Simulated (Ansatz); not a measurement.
# C: the cost of one run

Computed with Ansatz 0.2.0 (DFT LDA, scalar-relativistic, plane waves, PAW, unless a step's input says otherwise).

2 further runs of the same task are left out: 1 that didn't finish, 1 set aside as unsound or not needed.

## (1) The starting structure

Symmetry: R-3m, No. 166, trigonal system. The conventional cell has a = 2.460 Å, b = 2.460 Å, c = 33.450 Å, α = 90.00°, β = 90.00°, γ = 120.00°. C (site symmetry 3m) has 3 C at 1.42 Å as nearest neighbours.

Coordinates:

```
C
1.0
     1.23000    0.71014   11.15000
    -1.23000    0.71014   11.15000
     0.00000   -1.42028   11.15000
C
4
Direct
  0.05000 0.05000 0.05000
  0.95000 0.95000 0.95000
  0.28300 0.28300 0.28300
  0.71700 0.71700 0.71700
```

Source of the structure: the Crystallography Open Database.

## (6) Plan of the scan

The energy is mapped over the lattice constants a and c of the conventional cell.

The axes are (1) lattice constant a (and b): 5 values from 2.273 to 2.616 Å; (2) lattice constant c: 5 values from 29.19 to 37.15 Å.

Nothing else is relaxed (fractional coordinates fixed). Energies count from the relaxed crystal. Points are written as (first, second).

(The set-up runs are not shown.)

## (7) The run at (2.273 Å, 33.17 Å)

The input, input.yaml:

```yaml
crystal:
  lattice:
    - [1.1367, 0.6562740507, 11.0552626173]
    - [-1.1367, 0.6562740507, 11.0552626173]
    - [0.0, -1.3125481023, 11.0552626172]
  atoms:
    - { symbol: C, position: [0.0502095572, 0.0502095572, 0.0502095572] }
    - { symbol: C, position: [0.9497904428, 0.9497904428, 0.9497904428] }
    - { symbol: C, position: [0.2831028643, 0.2831028643, 0.2831028643] }
    - { symbol: C, position: [0.7168971357, 0.7168971357, 0.7168971357] }
basis:
  ecutwfc: 520.0
kpoints:
  mp_grid: { grid: [18, 18, 18] }
hamiltonian:
  xc: lda
  pseudopotentials: { kind: paw, azcp: { folder: soft_1 } }
scf:
  occupations: { method: gaussian, width: 0.15 }
output:
  forces: true
  stress: true
  eigenvalues: true
```

Launch:

```sh
> ansatz run input.yaml --threads 1 --pin off --max-ram 2048MiB --backend cpu --events-out ev --progress --plain --runs-dir out
```

Q: Estimate wall time and peak memory on 1 thread of Intel Xeon 6975P-C (Granite Rapids), shared host.

About 18 s, with a peak of 0.68 GiB.
